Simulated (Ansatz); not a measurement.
# Li: equation of state

The task here is to estimate one member of a computed series from the others.

Computed with Ansatz 0.2.0 (DFT PBEsol, scalar-relativistic, unless a step's input says otherwise).

## The system as given

It takes space group Im-3m (No. 229, cubic). The conventional cell has a = 3.500 Å, b = 3.500 Å, c = 3.500 Å, α = 90.00°, β = 90.00°, γ = 90.00°. Around Li (site symmetry m-3m) lie 8 Li at 3.03 Å.

As a file:

```cif
data_structure
_symmetry_space_group_name_H-M 'P 1'
_symmetry_Int_Tables_number 1
_cell_length_a 3.0311
_cell_length_b 3.0311
_cell_length_c 3.0311
_cell_angle_alpha 109.471
_cell_angle_beta 109.471
_cell_angle_gamma 109.471
_cell_volume 21.44
loop_
_atom_site_label
_atom_site_type_symbol
_atom_site_fract_x
_atom_site_fract_y
_atom_site_fract_z
_atom_site_occupancy
Li1 Li 0.00000 0.00000 0.00000 1
```

The first run:

File input.yaml:

```yaml
crystal:
  lattice:
    - [-1.726348452, 1.726348452, 1.726348452]
    - [1.726348452, -1.726348452, 1.726348452]
    - [1.726348452, 1.726348452, -1.726348452]
  atoms:
    - { symbol: Li, position: [0.0, 0.0, 0.0] }
kpoints:
  mp_grid: { grid: [15, 15, 15] }
  band_path:
    path:
      - [0.0, 0.0, 0.0]
      - [0.5, -0.5, 0.5]
      - [0.0, 0.0, 0.5]
      - [0.0, 0.0, 0.0]
      - [0.25, 0.25, 0.25]
      - [0.5, -0.5, 0.5]
      - [0.25, 0.25, 0.25]
      - [0.0, 0.0, 0.5]
    npoints: 5
scf:
  occupations: { method: fermi_dirac, width: 0.08 }
hamiltonian:
  xc: pbesol
  pseudopotentials: { kind: all_electron, lapw: { basis_error: 0.00025 } }
output:
  forces: true
  stress: true
  eigenvalues: true
```

Run with:

```console
$ ansatz run input.yaml --threads 1 --pin off --max-ram 3072MiB --backend cpu --events-out ev --progress --plain --runs-dir out
```

Steps of the session up to this table: Volume × 0.96, LAPW; Volume × 0.96, PAW; Volume × 0.96, crystal datasets; Volume × 0.99, LAPW; Volume × 0.99, PAW; Volume × 0.99, crystal datasets; Volume × 1.02, LAPW; Volume × 1.02, PAW; Volume × 1.02, crystal datasets; Volume × 1.06, LAPW; Volume × 1.06, PAW; Volume × 1.06, crystal datasets.

One table of the session follows, with a row left open; its other results are not shown here.

It belongs to the step «The equation of state». 

| method | volume (Å³/atom) | pressure (GPa) |
| --- | --- | --- |
| LAPW | 20.580 | -0.22 |
| LAPW | 21.223 | -0.59 |
| LAPW | 21.866 | -0.92 |
| LAPW | 22.724 | -1.30 |
| PAW | 20.580 | -0.22 |
| PAW | 21.223 | -0.59 |
| PAW | 21.866 | -0.92 |
| PAW | 22.724 | -1.30 |
| crystal datasets | 20.580 | -0.22 |
| crystal datasets | 21.223 | ? |
| crystal datasets | 21.866 | -0.92 |
| crystal datasets | 22.724 | -1.30 |

**Question.** Estimate the row for crystal datasets, 21.223.

As computed: pressure (GPa): -0.60. In the column «pressure (GPa)» it lies between crystal datasets, 21.866 (-0.92) and LAPW, 21.223 (-0.59).

Caveats from the session: Warnings in the runs' records: crystal datasets made.
